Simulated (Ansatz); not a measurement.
**S (R-3m): relaxation of cell and ions in Python**

What cell does S (R-3m) relax to? The task is a relaxation of cell and ions, for S (R-3m).

Program: Ansatz 0.2.0, driven from Python. Level of theory: DFT r2SCAN+D4, plane waves, norm-conserving potentials. These are calculated values, not measurements.

## (1) Starting point

It takes space group R-3m (No. 166, trigonal). The conventional cell has a = 3.277 Å, b = 3.277 Å, c = 2.584 Å, α = 90.00°, β = 90.00°, γ = 120.00°. S (site symmetry -3m) has 6 S at 2.08 Å as nearest neighbours.

No structure file is read: the coordinates are typed or built in the script.

## (2) The code

vcrelax.py

```python
import json

import ansatz as az
from ase.data import atomic_numbers
import numpy as np
import spglib

XC = "r2SCAN"
DISPERSION = "D4"
OCCUPATIONS = "Fermi-Dirac"
WIDTH_EV = 0.05
FMAX = 0.01

def edges_and_angles(cell):
    cell = np.asarray(cell)
    a, b, c = np.linalg.norm(cell, axis=1)
    cosines = cell[1] @ cell[2] / (b * c), cell[0] @ cell[2] / (a * c), cell[0] @ cell[1] / (a * b)
    return (a, b, c, *np.degrees(np.arccos(cosines)))

cell = (
    az.Lattice.from_parameters(3.277, 3.277, 2.584, alpha=90, beta=90, gamma=120)
    .space_group(166)
    .atom("S", [0.0, 0.0, 0.0])
    .primitive()
)

base = cell.calculation()
base = base.functional(XC, dispersion=DISPERSION)
base = base.pseudopotentials("nc")
base = base.accuracy("medium")
base = base.kpoints(11).occupations(OCCUPATIONS, width=WIDTH_EV)
base = base.relax(force_tolerance=FMAX, max_steps=40, fix_cell=["c", "angles"])
out = base.run(threads=1, events_out="stream.ndjson")
with open("stream.ndjson") as stream:
    events = [json.loads(line) for line in stream]
steps = [e["data"] for e in events if e["event"] == "relax_step"]
r = out.report
for s in steps:
    flag = "" if s["accepted"] else "  (rejected)"
    print("step %2d  E = %.5f eV  largest force component = %.4f eV/A%s" % (s["step"], s["lagrangian_ev"], s["allowed_force_max_ev_ang"], flag))

first, last = steps[0], steps[-1]
symbols = [site.symbol for site in out.lattice.sites]
print(f"energy gained {first['lagrangian_ev'] - last['lagrangian_ev']:.4f} eV in {len(steps) - 1} steps")
for label, vectors in (("before", first["cell_ang"]), ("after", out.lattice.cell_ang)):
    print(label, "a b c (A) {:.4f} {:.4f} {:.4f}  angles {:.2f} {:.2f} {:.2f}".format(*edges_and_angles(vectors)), f" V = {abs(np.linalg.det(vectors)):.3f} A^3")
print("final stress xx yy zz (GPa, compression positive):", np.round(np.diag(r["stress_gpa"]), 3) + 0.0)

change = np.array(last["positions_ang"]) @ np.linalg.inv(last["cell_ang"]) - np.array(first["positions_ang"]) @ np.linalg.inv(first["cell_ang"])
moved = np.linalg.norm(change @ np.array(last["cell_ang"]), axis=1)
print("displacement within the cell, strain taken out (A):", " ".join(f"{s}:{d:.3f}" for s, d in zip(symbols, moved)))

fractions = [site.position_frac for site in out.lattice.sites]
numbers = [atomic_numbers[s] for s in symbols]
for tolerance in (1e-3, 1e-2, 1e-1):
    print(f"space group at {tolerance} A:", spglib.get_spacegroup((out.lattice.cell_ang, fractions, numbers), symprec=tolerance))

energy = r["free_energy_ev"]
print("S: {:.6f} eV = {:.6f} Ry = {:.6f} Ha".format(energy, energy / 13.605693, energy / 27.211386))
print("Fermi level {:.4f} eV, {} k-points, {} symmetry operations".format(r["fermi_energy_ev"], r["n_kpoints"], r["n_symmetry_ops"]))

used = r["setup"]
print("cutoffs (eV):", used["ecut_ev"], used["ecutrho_ev"], " FFT grid:", used["fft_dense"])
print("cell volume {:.3f} A^3, {} symmetry operations".format(used["cell_volume_ang3"], used["n_sym_ops"]))
```

## (3) The input behind the calls

The engine receives this input:

```yaml
crystal:
  lattice:
    a: 3.277
    b: 3.277
    c: 2.584
    alpha: 90.0
    beta: 90.0
    gamma: 120.0
  space_group: 166
  atoms:
    - { symbol: S, position: [0.0, 0.0, 0.0] }
  reduce_to_primitive: true
accuracy: medium
kpoints:
  mp_grid:
    grid: [11, 11, 11]
hamiltonian:
  xc: r2scan
  dispersion: d4
  pseudopotentials:
    kind: nc
scf:
  occupations:
    method: fermi_dirac
    width: 0.05
relax:
  f_tol: 0.01
  max_steps: 40
  cell:
    fix: [c, angles]
```

## (4) The run

Started as:

```
python vcrelax.py
```

Q: Predict the main results. Wanted: free energy; moves of the relaxation; energy gained; last largest force component; relaxed conventional cell; space group at the end.

As calculated:

| quantity | value |
| --- | --- |
| free energy | -314.3341 eV |
| moves of the relaxation | 14 |
| energy gained (ahead of the last change of basis) | 2866.8 meV/atom |
| last largest force component | 0.0000 eV/Å |
| relaxed conventional cell | a = 4.679 Å, b = 4.679 Å, c = 2.584 Å, α = 90.00°, β = 90.00°, γ = 120.00° |
| space group at the end | R-3m |

**Reading.** The volume grew by 103.9 % over 14 moves, and the space group stayed R-3m. Reading the output:
- Such functionals run on norm-conserving files made under PBE, which can move pressures by some GPa.
- Part of the cell is held or a pressure is applied, so the end point needn't be the zero-pressure lattice.
- For a metal this k-point mesh is coarse: on a finer one energies can move by several to tens of meV an atom and pressures by half a GPa or more, differences at one mesh by less.
- An absolute Fermi energy rests on an arbitrary zero of the periodic potential and has no direct meaning.
- Energies along a relaxation are free energies. Rows at an unchanged volume are solved on a plane-wave basis chosen afresh for that cell, so the energy jumps there and such rows are no steps of the walk.
- Edges and angles that the script prints are those of the cell as typed, here a primitive one.
- This isn't the structure that S takes at ambient conditions.
